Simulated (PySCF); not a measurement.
# C3H7Si−: electronic excitations and core binding energies

Wanted: the electronic excitations and core binding energies of C3H7Si− (`[SiH2-]C1CC1`), by calculation.

Programs: PySCF 2.14.0, with density-fitted response routines of our own. Each step states its level of theory. These are calculated values for one molecule in the gas phase, unless marked as measured. Atoms count from 0, in the outputs and in this text.

## (1) The starting structure

11 atoms, charge -1, multiplicity 1; geometry from: GFN2-xTB.

Bonds of the start (Å): Si0–C1 1.89, C1–C2 1.50, C2–C3 1.50, C3–C1 1.49, Si0–H4 1.48, Si0–H5 1.48, C1–H6 1.09, C2–H7 1.09, C2–H8 1.08, C3–H9 1.08, C3–H10 1.09.

## (2) Excited states and response: CAM-B3LYP/def2-SVPD

Job settings and geometry (Å):

```
{"job": {"kind": "uv", "xc": "CAM-B3LYP", "basis": "def2-SVPD", "nstates": 8, "ntriplets": 3}, "charge": -1, "multiplicity": 1}
Si     1.918405     0.270625     0.229309
C      0.060386     0.290693     0.555112
C     -0.952194     0.193867    -0.545895
C     -0.728104    -0.962197     0.383272
H      1.980600    -0.181839    -1.176015
H      2.205782     1.715566     0.095870
H     -0.240686     0.906517     1.404171
H     -1.901862     0.723645    -0.479192
H     -0.596516     0.097076    -1.565603
H     -0.215226    -1.834005    -0.006973
H     -1.525161    -1.217278     1.079980
```

Level: TDDFT CAM-B3LYP/def2-SVPD, vertical, gas phase, core orbitals frozen in the response.

Started as:

```sh
$ OMP_NUM_THREADS=1 python probes_run.py task.json out
```

One launch serves the whole session: the jobs run in the order shown.

**Question.** This job is followed by: delta-SCF UKS SCAN, pcX-2 on the ionised atom, pcseg-1 elsewhere, spin-free X2C. Predict these results of the whole session: lowest singlet (CAM-B3LYP/def2-SVPD); brightest single state of those computed; lowest triplet; C1s binding energies, SCAN/pcX-2; Si1s binding energies, SCAN/pcX-2; Si2p binding energies, SCAN/pcX-2.

**Answer**, as computed:

| quantity | value |
| --- | --- |
| lowest singlet (CAM-B3LYP/def2-SVPD) | 3.17 eV (391 nm), f = 0.066 |
| brightest single state of those computed | state 6, 4.89 eV, f = 0.136 |
| lowest triplet | 2.94 eV |
| C1s binding energies, SCAN/pcX-2 | C2 285.78, C1 285.01 eV |
| Si1s binding energies, SCAN/pcX-2 | Si0 1838.70 eV |
| Si2p binding energies, SCAN/pcX-2 | Si0 99.21 eV |

In words: The first singlet state (HOMO→LUMO 0.81, HOMO→LUMO+2 0.11) lies at 3.17 eV and is bright; of the 8 states computed, the strongest absorption comes from state 6 at 4.89 eV. The lowest triplet lies 0.23 eV below the lowest singlet (triplets in Tamm-Dancoff, singlets in full TDDFT). The lowest singlet lies above −ε(HOMO); no detachment energy was computed, so the anion's states may not be bound. C2 (three-membered-ring carbon) binds its C1s electron 0.77 eV more tightly than C1 (three-membered-ring carbon).
